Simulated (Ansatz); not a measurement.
# Ba2ZnN2: a Ba atom hops into a vacancy

One Ba atom is taken out of a 2×2×1 supercell of Ba2ZnN2. How high is the barrier for its neighbour Ba15, 4.10 Å away, to move into the hole? The program relaxes both ends, then the band.

Method: DFT LDA, plane waves, PAW, scalar-relativistic, no spin polarisation, in Ansatz 0.2.0.

## 1. The system as given

The cell holds 19 atoms (Ba7N8Zn4): a = 8.248 Å, b = 8.248 Å, c = 7.109 Å, α = 73.14°, β = 73.14°, γ = 90.00°.

The empty site lies at (6.20, 10.29, -2.02) Å, and Ba15 starts at (6.18, 6.20, -2.00) Å. All atoms were shaken by about 0.02 Å to break the symmetry.

The coordinates stand in the first input below.

## 2. Relaxing the ends and the band

crystal.atoms is the first end and neb.final_atoms the second, which differs in Ba15 alone.

The input, input.yaml:

```yaml
crystal:
  lattice:
    - [0.0, 8.247806, -3.2e-07]
    - [8.247806, 0.0, -3.2e-07]
    - [2.06195125, 2.06195125, -6.48332716]
  atoms:
    - { symbol: Ba, position: [0.17258709, 0.16765237, 0.312541] }
    - { symbol: Ba, position: [0.33016361, 0.32649319, 0.68542586] }
    - { symbol: Zn, position: [0.00087414, -0.00432625, 0.00290866] }
    - { symbol: "N", position: [0.06522422, 0.06769937, 0.71914364] }
    - { symbol: "N", position: [0.43011774, 0.4268814, 0.2857401] }
    - { symbol: Ba, position: [0.32820408, 0.8280137, 0.6893955] }
    - { symbol: Zn, position: [-0.00497305, 0.50090987, 0.00276958] }
    - { symbol: "N", position: [0.06868715, 0.57099851, 0.71977494] }
    - { symbol: "N", position: [0.42700315, 0.9307541, 0.2839562] }
    - { symbol: Ba, position: [0.6688248, 0.17208377, 0.30979576] }
    - { symbol: Ba, position: [0.82645189, 0.3291978, 0.69138974] }
    - { symbol: Zn, position: [0.49968154, 0.00373992, -0.00549347] }
    - { symbol: "N", position: [0.57340331, 0.06486333, 0.71362217] }
    - { symbol: "N", position: [0.92716742, 0.42538821, 0.28503518] }
    - { symbol: Ba, position: [0.67421224, 0.67217269, 0.30865448] }
    - { symbol: Ba, position: [0.82720907, 0.82517653, 0.68849755] }
    - { symbol: Zn, position: [0.50008079, 0.50004948, -0.00103329] }
    - { symbol: "N", position: [0.5699859, 0.57056876, 0.71734673] }
    - { symbol: "N", position: [0.92572987, 0.93247523, 0.28966985] }
kpoints:
  mp_grid: { grid: [2, 2, 2] }
magnetization:
  spin_polarized: false
scf:
  occupations: { method: gaussian, width: 0.1 }
hamiltonian:
  pseudopotentials: { kind: paw }
  xc: lda
basis:
  ecutwfc: 420
neb:
  images: 5
  relax_end_points: true
  climbing: true
  f_tol: 0.05
  max_iterations: 40
  order_check: false
  final_atoms:
    - { symbol: Ba, position: [0.17258709, 0.16765237, 0.312541] }
    - { symbol: Ba, position: [0.33016361, 0.32649319, 0.68542586] }
    - { symbol: Zn, position: [0.00087414, -0.00432625, 0.00290866] }
    - { symbol: "N", position: [0.06522422, 0.06769937, 0.71914364] }
    - { symbol: "N", position: [0.43011774, 0.4268814, 0.2857401] }
    - { symbol: Ba, position: [0.32820408, 0.8280137, 0.6893955] }
    - { symbol: Zn, position: [-0.00497305, 0.50090987, 0.00276958] }
    - { symbol: "N", position: [0.06868715, 0.57099851, 0.71977494] }
    - { symbol: "N", position: [0.42700315, 0.9307541, 0.2839562] }
    - { symbol: Ba, position: [0.6688248, 0.17208377, 0.30979576] }
    - { symbol: Ba, position: [0.82645189, 0.3291978, 0.69138974] }
    - { symbol: Zn, position: [0.49968154, 0.00373992, -0.00549347] }
    - { symbol: "N", position: [0.57340331, 0.06486333, 0.71362217] }
    - { symbol: "N", position: [0.92716742, 0.42538821, 0.28503518] }
    - { symbol: Ba, position: [1.17018185, 0.67362589, 0.31162871] }
    - { symbol: Ba, position: [0.82720907, 0.82517653, 0.68849755] }
    - { symbol: Zn, position: [0.50008079, 0.50004948, -0.00103329] }
    - { symbol: "N", position: [0.5699859, 0.57056876, 0.71734673] }
    - { symbol: "N", position: [0.92572987, 0.93247523, 0.28966985] }
```

On the command line:

```bash
$ ansatz run input.yaml --threads 4 --pin off --max-ram 8192MiB --backend cpu --events-out ev --progress --plain --runs-dir out
```

**Question.** What will these runs give? Wanted: relaxation of the ends; barrier forwards; barrier backwards; second end relative to first; highest image.

The runs gave:

| quantity | value |
| --- | --- |
| relaxation of the ends | 1.170 eV lower, moves up to 0.36 Å; 1.203 eV lower, moves up to 0.37 Å |
| barrier forwards | 1.37 eV |
| barrier backwards | 1.37 eV |
| second end relative to first | 0.000 eV |
| highest image | 3 of 0 to 6, climbing |
| band iterations | 15 |

The top lies 1.37 eV above the first end, or 53 kT at room temperature, which at an assumed attempt frequency of 10^13 s⁻¹ means a rate near 10^-10 s⁻¹. The ends differ by 1 meV at most. The input switches the test of curvatures off, so the top was not shown to be a first-order saddle. In 19 atoms the vacancy feels its images, and neither cell size nor mesh was tested. The k-mesh is coarse for this cell.
